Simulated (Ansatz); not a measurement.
**BCl2HS: basis-set convergence**

The task here is to estimate one member of a computed series from the others.

Computed with Ansatz 0.2.0, Gaussian basis. Level: one geometry, several basis sets.

Plan: PBE0-D4/def2-SVP; ωB97M-V/def2-SVP; PBE0-D4/def2-QZVPP; ωB97M-V/def2-QZVPP; the functionals' def2-TZVPP values are taken from earlier runs.

## Structure used throughout

All runs share one geometry, relaxed beforehand with PBE0-D4 in a triple-zeta def2 set.

SMILES `SB(Cl)Cl`, 5 atoms, charge 0, spin multiplicity 1.

Atoms are counted from 1 here; the program's logs count them from 0.

Bond lengths: S1–B2 1.787 Å, S1–H5 1.343 Å, B2–Cl3 1.746 Å, B2–Cl4 1.747 Å. Angles: B2–S1–H5 96.3°, S1–B2–Cl3 117.5°, S1–B2–Cl4 122.7°, Cl3–B2–Cl4 119.7°.

Coordinates:

| atom | x (Å) | y (Å) | z (Å) |
| --- | --- | --- | --- |
| S1 | -0.11638 | 1.37563 | 0.22519 |
| B2 | 0.24210 | -0.37425 | 0.17901 |
| Cl3 | 1.34868 | -1.00372 | 1.37428 |
| Cl4 | -0.46506 | -1.45284 | -0.99927 |
| H5 | -0.95943 | 1.38158 | -0.82061 |

The first run:

Input file in.yaml:

```yaml
crystal:
  periodic: [false, false, false]
  atoms:
    - {symbol: S, position_ang: [-0.116379, 1.375625, 0.225186]}
    - {symbol: B, position_ang: [0.242098, -0.374247, 0.179010]}
    - {symbol: Cl, position_ang: [1.348675, -1.003724, 1.374284]}
    - {symbol: Cl, position_ang: [-0.465063, -1.452836, -0.999269]}
    - {symbol: H, position_ang: [-0.959431, 1.381581, -0.820611]}
basis:
  gaussian: {orbitals: def2-SVP}
hamiltonian: {xc: pbe0, dispersion: d4}
output: {orbitals: {seedname: orbitals}}
```

On the command line:

```sh
> ansatz run in.yaml --threads 4 --pin off --events-out ev --progress --plain --max-ram 10444MiB
```

Among the steps run: PBE0-D4 in def2-SVP; ωB97M-V in def2-SVP; PBE0-D4 in def2-QZVPP; ωB97M-V in def2-QZVPP.

One of the session's tables, all rows but one given; the rest of the session is left out.

It belongs to the step «Functionals by basis». 

| functional | basis | HOMO (eV) |
| --- | --- | --- |
| PBE0-D4 | def2-SVP | -8.23 |
| PBE0-D4 | def2-TZVPP | ? |
| PBE0-D4 | def2-QZVPP | -8.38 |
| ωB97M-V | def2-SVP | -10.32 |
| ωB97M-V | def2-TZVPP | -10.49 |
| ωB97M-V | def2-QZVPP | -10.53 |

Q: Estimate the row for PBE0-D4, def2-TZVPP from the others.

As computed: HOMO (eV): -8.35. In the column «HOMO (eV)» it lies between PBE0-D4, def2-QZVPP (-8.38) and PBE0-D4, def2-SVP (-8.23).
